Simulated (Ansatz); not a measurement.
# Cl2GaH3Si: the cost of one run

Method: PBE0-D4/def2-TZVP structures, single points in def2-TZVPP, no counterpoise correction; program: Ansatz 0.2.0, Gaussian basis.

Levels: SPW92, PBE-D4, BLYP-D4, r2SCAN-D4, B97M-V, PBE0-D4, B3LYP-D4, r2SCAN0-D4, BHLYP-D4, CAM-B3LYP-D4, wB97X-V, wB97M-V, B2PLYP, PBE-QIDH, RPA on PBE, Hartree-Fock, MP2, CCSD, CCSD(T).

Correlated methods freeze the cores. Filled d shells of the heavier atoms are correlated. B3LYP uses VWN-RPA correlation. B2PLYP carries no dispersion term here.

94 further runs of the same task are left out: 94 set aside as unsound or not needed. Runs told in other sessions of the task aren't counted.

### 1 Where the work starts

The complex: 9 atoms, charge 0, spin multiplicity 1.

Atoms are counted from 1 here; the program's logs count them from 0.

Bond lengths: Ga1–Cl3 2.148 Å, Ga1–Cl4 2.179 Å, Ga1–Si6 2.391 Å, Cl2–H5 1.290 Å, Si6–H7 1.485 Å, Si6–H8 1.486 Å, Si6–H9 1.485 Å. Angles: Cl3–Ga1–Cl4 112.2°, Cl3–Ga1–Si6 124.3°, Cl4–Ga1–Si6 121.8°, Ga1–Si6–H7 109.1°, Ga1–Si6–H8 109.5°, Ga1–Si6–H9 109.3°, H7–Si6–H8 109.5°, H7–Si6–H9 109.7°, H8–Si6–H9 109.7°.

Coordinates:

```mol
Cl3GaH4Si
  3D, bonds by distance, orders not assigned

  9  7  0  0  0  0  0  0  0  0999 V2000
   -0.7497   -0.3830   -0.4893 Ga  0  0
    1.0835    1.0290   -2.0501 Cl  0  0
   -0.9831   -2.0972   -1.7627 Cl  0  0
   -2.1827    1.1902   -0.9580 Cl  0  0
    0.0411    1.7781   -2.1787 H   0  0
    0.5037   -0.3787    1.5468 Si  0  0
    1.8007   -1.0662    1.3197 H   0  0
   -0.2600   -1.0954    2.6005 H   0  0
    0.7466    1.0232    1.9718 H   0  0
  1  3  8  0
  1  4  8  0
  1  6  8  0
  2  5  8  0
  6  7  8  0
  6  8  8  0
  6  9  8  0
M  END
```

Its parts: Cl₂GaH₃Si holds atoms 1, 3, 4, 6, 7, 8, 9; HCl holds atoms 2, 5. Each part counts its atoms afresh in its own runs.

### 2 Relaxing Cl₂GaH₃Si alone

File relax-a/in.yaml:

```yaml
crystal:
  periodic: [false, false, false]
  atoms:
    - {symbol: Ga, position_ang: [-0.749660, -0.382977, -0.489252]}
    - {symbol: Cl, position_ang: [-0.983117, -2.097188, -1.762716]}
    - {symbol: Cl, position_ang: [-2.182702, 1.190225, -0.957997]}
    - {symbol: Si, position_ang: [0.503733, -0.378706, 1.546769]}
    - {symbol: H, position_ang: [1.800742, -1.066156, 1.319653]}
    - {symbol: H, position_ang: [-0.260017, -1.095380, 2.600547]}
    - {symbol: H, position_ang: [0.746555, 1.023151, 1.971809]}
basis:
  gaussian: {orbitals: def2-TZVP}
hamiltonian: {xc: pbe0, dispersion: d4}
relax: {f_tol: 0.005, max_steps: 200}
```

On the command line:

```
ansatz run in.yaml --threads 8 --pin off --events-out ev --progress --plain --max-ram 19148MiB
```

**Question.** How long does this run take on 8 threads of Arm Neoverse V1, shared host?

About 13 s.
